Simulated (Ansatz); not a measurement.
Crystal: MnCoGe.

```
Ge Co Mn
1.0
     4.09114    0.00000    0.00000
    -2.04557    3.54303    0.00000
     0.00000    0.00000    5.14388
Ge Co Mn
2 2 2
Direct
  0.33333 0.66667 0.25000
  0.66667 0.33333 0.75000
  0.66667 0.33333 0.25000
  0.33333 0.66667 0.75000
  0.00000 0.00000 0.50000
  0.00000 0.00000 0.00000
```

The cell is a database's computed one.

Alike in all runs: program Ansatz 0.2.0; functional PBEsol; potentials or basis Ansatz PAW; cutoff 420 eV (not typed: the program's choice for these potentials); k mesh 8 × 8 × 5; occupations fermi-dirac, width 0.05 eV.

The same cell was started in several ways:

```tsv
start	free energy over the lowest (meV/atom)	net moment (μB)	site or absolute moments (μB)	gap
no spin polarisation	210.7	-	-	none (metal or under the smearing width)
collinear spin, random start of up to 3.72 μB	0.0	6.11	Ge -0.06; Co +0.44; Mn +2.64	none (metal or under the smearing width)
collinear spin, ferrimagnetic start of up to 4 μB	0.0	-6.11	Ge +0.06; Co -0.44; Mn -2.64	none (metal or under the smearing width)
collinear spin, ferromagnetic start of up to 4 μB	0.0	6.11	Ge -0.06; Co +0.44; Mn +2.64	none (metal or under the smearing width)
collinear spin, ferromagnetic start of up to 5.5 μB	0.0	6.11	Ge -0.06; Co +0.44; Mn +2.64	none (metal or under the smearing width)
collinear spin, antiferromagnetic start of up to 4 μB	0.0	-6.11	Ge +0.06; Co -0.44; Mn -2.64	none (metal or under the smearing width)
```

Allowing spin polarisation gains 211 meV/atom. A still lower state may exist.

Caveats: the magnetic or orbital state may not be the lowest (some runs); the starting moments weren't kept (some runs).
